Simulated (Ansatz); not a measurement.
# GdY2O2: the cost of one run

Computed with Ansatz 0.2.0 (DFT PBE, scalar-relativistic, plane waves, PAW, unless a step's input says otherwise).

1 further run of the same task is left out (it didn't finish).

## (1) Starting point

It takes space group P4/mmm (No. 123, tetragonal). Conventional cell: a = 4.212 Å, b = 4.212 Å, c = 5.783 Å, α = 90.00°, β = 90.00°, γ = 90.00°. Y (site symmetry mmm) has 4 O at 2.74 Å and 4 Y at 2.98 Å as nearest neighbours. Gd (site symmetry 4/mmm) is surrounded by 8 O at 3.19 Å and 8 Y at 3.58 Å. O (site symmetry 4mm) has 1 O at 2.28 Å and 4 Y at 2.74 Å and 4 Gd at 3.19 Å as nearest neighbours.

As a file:

```
CELL_PARAMETERS angstrom
4.21210 0.00000 0.00000
0.00000 4.21210 0.00000
0.00000 0.00000 5.78332
ATOMIC_POSITIONS crystal
Y 0.50000 0.00000 0.50000
Y 0.00000 0.50000 0.50000
Gd 0.00000 0.00000 0.00000
O 0.50000 0.50000 0.80279
O 0.50000 0.50000 0.19721
```

A structure generator made this guess: species swapped into a database cell of CeMg2Si2 (P4/mmm, No. 123), with Gd on the Ce sites, Y on the Mg sites and O on the Si sites. Its size is a rough estimate.

## (2) The guess as it stands, on a coarse mesh

input.yaml

```yaml
crystal:
  lattice:
    - [4.21209963, 0.0, 0.0]
    - [0.0, 4.21209963, 0.0]
    - [0.0, 0.0, 5.78332071]
  atoms:
    - { symbol: "Y", position: [0.5, 0.0, 0.5] }
    - { symbol: "Y", position: [0.0, 0.5, 0.5] }
    - { symbol: Gd, position: [0.0, 0.0, 0.0], spin: 7.0 }
    - { symbol: O, position: [0.5, 0.5, 0.80279011] }
    - { symbol: O, position: [0.5, 0.5, 0.19720989] }
basis:
  ecutwfc: 420
kpoints:
  mp_grid: { grid: [4, 4, 4] }
hamiltonian:
  xc: pbe
scf:
  occupations: { method: gaussian, width: 0.1 }
  lower_state_search: "off"
output:
  forces: true
  stress: true
  eigenvalues: true
  populations: true
magnetization:
  spin_polarized: true
```

Command:

```console
> ansatz run input.yaml --threads 1 --pin off --max-ram 2560MiB --backend cpu --events-out ev --progress --plain --runs-dir out
```

Q: Estimate wall time and peak memory on 1 thread of Intel Xeon at 2.70GHz, shared host.

About 35 s, with a peak of 0.46 GiB.
